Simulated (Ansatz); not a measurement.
# GeH₄O (singlet): wave-function methods side by side at distance Ge1–O2 = 1.783 Å, cc-pVTZ

How much of the correlation energy of GeH₄O (singlet) does each wave-function method recover here?

Method: cc-pVTZ, core rule «outside noble gas», up to 15 orbitals frozen; program: Ansatz 0.2.0, Gaussian basis.

Plan: UHF; CCSD(T) on RHF; BCCD(T) on RHF; CCSDT(Q) on RHF.

**1. What is computed**

The geometry derives from a PBE0/def2-TZVP stationary point (not a proven minimum). One bond is set to the value named and the two fragments are kept rigid. No spin-orbit coupling is included. The filled d shell of Ge may be among the frozen orbitals whatever the setting's name suggests.

6 atoms, charge 0, spin multiplicity 1.

Atoms are counted from 1 here; the program's logs count them from 0.

Bond lengths: Ge1–O2 1.783 Å, Ge1–H3 1.541 Å, Ge1–H4 1.531 Å, Ge1–H5 1.541 Å, O2–H6 0.959 Å. Angles: O2–Ge1–H3 109.9°, O2–Ge1–H4 104.3°, O2–Ge1–H5 109.9°, H3–Ge1–H4 111.4°, H3–Ge1–H5 109.7°, H4–Ge1–H5 111.4°, Ge1–O2–H6 112.7°.

Coordinates:

```
Ge    0.00000   -0.01168    0.31564
O     0.00000    0.10533   -1.46368
H     1.25968   -0.76014    0.79306
H     0.00000    1.44368    0.79051
H    -1.25968   -0.76014    0.79306
H     0.00000   -0.75379   -1.89038
```

**2. UHF**

in.yaml

```yaml
crystal:
  periodic: [false, false, false]
  atoms:
    - {symbol: Ge, position_ang: [0.000000, -0.011677, 0.315636]}
    - {symbol: O, position_ang: [0.000000, 0.105329, -1.463675]}
    - {symbol: H, position_ang: [1.259685, -0.760144, 0.793059]}
    - {symbol: H, position_ang: [0.000000, 1.443682, 0.790510]}
    - {symbol: H, position_ang: [-1.259685, -0.760144, 0.793059]}
    - {symbol: H, position_ang: [0.000000, -0.753786, -1.890382]}
basis:
  gaussian: {orbitals: cc-pVTZ}
magnetization: {spin_polarized: true, initial_magnetization: 0}
hamiltonian: {xc: hf}
output: {orbitals: {seedname: orbitals}}
```

Command:

```bash
$ ansatz run in.yaml --threads 1 --pin off --events-out ev --progress --plain --max-ram 2816MiB --backend cpu
```

The runs that follow: CCSD(T) on RHF; BCCD(T) on RHF; CCSDT(Q) on RHF.

Q: Predict the results of all the runs planned. Wanted: RCCSDT(Q) from the RHF energy; RMP2 from RCCSDT(Q); RCCSD from RCCSDT(Q); RCCSD(T) from RCCSDT(Q); T1 diagnostic.

**Answer**, as computed:

| quantity | value |
| --- | --- |
| RCCSDT(Q) from the RHF energy | -11.2053 eV |
| RMP2 from RCCSDT(Q) | +978.8 meV |
| RCCSD from RCCSDT(Q) | +369.1 meV |
| RCCSD(T) from RCCSDT(Q) | +29.9 meV |
| levels within 1 kcal/mol (43 meV) | RCCSD(T), BCCD(T), RCCSDT |
| T1 diagnostic | 0.011 |

RCCSD(T) lands +29.9 meV from the yardstick (0.3 % of the correlation energy). These misses are within one basis, not against nature.
